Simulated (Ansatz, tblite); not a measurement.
# C₁₁H₁₄FN₃: rung by rung

An exercise on one series of results from a longer session: the logs are not shown, and one member is left open.

Method: as each input shows; program: Ansatz 0.2.0, Gaussian basis.

Plan: GFN1-xTB, GFN2-xTB, PBE-D4/def2-TZVP, r2SCAN-D4/def2-TZVP, PBE-D4/def2-SVP, PBE0-D4/def2-SVP, HF/STO-3G, MP2/def2-SVP, RPA/def2-SVP.

3 further runs of the same task are left out: 3 that didn't finish. Runs told in other sessions of the task aren't counted.

### The structure

The geometry is that of the singlet, from an earlier relaxation (r2SCAN-D4/def2-SVP).

SMILES `CN(C)c1ccc(F)c(C#N)c1N(C)C`, 29 atoms, charge 0, spin multiplicity 1.

Bond lengths: C1–N2 1.456 Å, C1–H16 1.097 Å, C1–H17 1.110 Å, C1–H18 1.102 Å, N2–C3 1.445 Å, N2–C4 1.409 Å, C3–H19 1.100 Å, C3–H20 1.113 Å, C3–H21 1.101 Å, C4–C5 1.403 Å, C4–C12 1.438 Å, C5–C6 1.399 Å, C5–H22 1.091 Å, C6–C7 1.381 Å, C6–H23 1.092 Å, C7–F8 1.336 Å, C7–C9 1.410 Å, C9–C10 1.425 Å and more. Angles: N2–C1–H16 110.2°, N2–C1–H17 111.8°, N2–C1–H18 109.6°, H16–C1–H17 108.5°, H16–C1–H18 108.6°, H17–C1–H18 108.2°, C1–N2–C3 112.5°, C1–N2–C4 116.5°, C3–N2–C4 117.5°, N2–C3–H19 110.4°, N2–C3–H20 113.7°, N2–C3–H21 108.8°, H19–C3–H20 108.3°, H19–C3–H21 108.3°, H20–C3–H21 107.2°, N2–C4–C5 120.8°, N2–C4–C12 120.3°, C5–C4–C12 118.9° and more.

PBE0-D4/def2-TZVP was run before; its log isn't repeated, and its numbers join the tables.

The first run:

Tight binding, by tblite at 300 K electronic temperature and without a spin-polarisation term:

```python
tblite.interface.Calculator('GFN1-xTB', numbers, positions, charge=0, uhf=0).singlepoint()
```

Tight binding, by tblite at 300 K electronic temperature and without a spin-polarisation term:

```python
tblite.interface.Calculator('GFN2-xTB', numbers, positions, charge=0, uhf=0).singlepoint()
```

start.molden holds the orbitals of an earlier run on this state, given as this run's starting guess.

Contents of in.yaml:

```yaml
crystal:
  periodic: [false, false, false]
  atoms:
    - {symbol: C, position_ang: [-1.489734, -1.656714, 0.852218]}
    - {symbol: N, position_ang: [-1.373118, -0.966521, -0.425010]}
    - {symbol: C, position_ang: [-2.531822, -1.161574, -1.265638]}
    - {symbol: C, position_ang: [-0.800046, 0.320494, -0.395215]}
    - {symbol: C, position_ang: [-1.528619, 1.442105, -0.819010]}
    - {symbol: C, position_ang: [-1.016122, 2.742653, -0.774548]}
    - {symbol: C, position_ang: [0.267687, 2.921564, -0.299021]}
    - {symbol: F, position_ang: [0.800080, 4.146007, -0.252648]}
    - {symbol: C, position_ang: [1.068923, 1.831036, 0.095289]}
    - {symbol: C, position_ang: [2.440438, 2.103246, 0.369015]}
    - {symbol: N, position_ang: [3.565175, 2.346260, 0.560879]}
    - {symbol: C, position_ang: [0.549184, 0.502640, 0.066982]}
    - {symbol: N, position_ang: [1.311169, -0.579126, 0.487602]}
    - {symbol: C, position_ang: [2.262776, -0.485435, 1.576820]}
    - {symbol: C, position_ang: [1.512172, -1.713941, -0.394793]}
    - {symbol: H, position_ang: [-0.570178, -1.528182, 1.436982]}
    - {symbol: H, position_ang: [-2.343619, -1.274785, 1.450671]}
    - {symbol: H, position_ang: [-1.646686, -2.733253, 0.677227]}
    - {symbol: H, position_ang: [-2.355095, -0.738227, -2.265577]}
    - {symbol: H, position_ang: [-3.463120, -0.712074, -0.855376]}
    - {symbol: H, position_ang: [-2.711861, -2.242558, -1.375469]}
    - {symbol: H, position_ang: [-2.558939, 1.305958, -1.152053]}
    - {symbol: H, position_ang: [-1.607411, 3.607106, -1.082599]}
    - {symbol: H, position_ang: [2.241430, -1.436131, 2.140043]}
    - {symbol: H, position_ang: [1.978211, 0.324704, 2.262076]}
    - {symbol: H, position_ang: [3.302439, -0.307501, 1.246700]}
    - {symbol: H, position_ang: [0.680420, -1.789570, -1.105949]}
    - {symbol: H, position_ang: [2.464541, -1.620776, -0.953289]}
    - {symbol: H, position_ang: [1.551728, -2.647406, 0.193690]}
basis:
  gaussian: {orbitals: def2-TZVP, initial_orbitals: start.molden}
hamiltonian: {xc: pbe, dispersion: d4}
scf: {omitted_lower_state_checks: [starts]}
output: {forces: true, orbitals: {seedname: orbitals}}
```

Run with:

```console
> ansatz run in.yaml --threads 4 --pin off --events-out ev --progress --plain --max-ram 6963MiB
```

Among the steps run: PBE-D4/def2-TZVP; r2SCAN-D4/def2-TZVP; PBE-D4/def2-SVP; PBE0-D4/def2-SVP; HF/STO-3G; MP2/def2-SVP; RPA/def2-SVP.

One of the session's tables, all rows but one given; the rest of the session is left out.

It belongs to the step «Binding energy». 

| level | binding an atom (eV) |
| --- | --- |
| HF/STO-3G | 3.721 |
| HF/def2-SVP | 3.312 |
| PBE-D4/def2-SVP | 4.842 |
| PBE-D4/def2-TZVP | 4.770 |
| r2SCAN-D4/def2-TZVP | 4.603 |
| PBE0-D4/def2-SVP | 4.723 |
| PBE0-D4/def2-TZVP | ? |
| MP2/def2-SVP | 4.494 |

Estimate the missing values for PBE0-D4/def2-TZVP.

The run gave: binding an atom (eV): 4.650. In the column «binding an atom (eV)» it lies between r2SCAN-D4/def2-TZVP (4.603) and PBE0-D4/def2-SVP (4.723).

To keep in mind: Free atoms were run apart at each level; binding is atoms less cluster, divided by the number of atoms, without zero-point or spin-orbit terms.
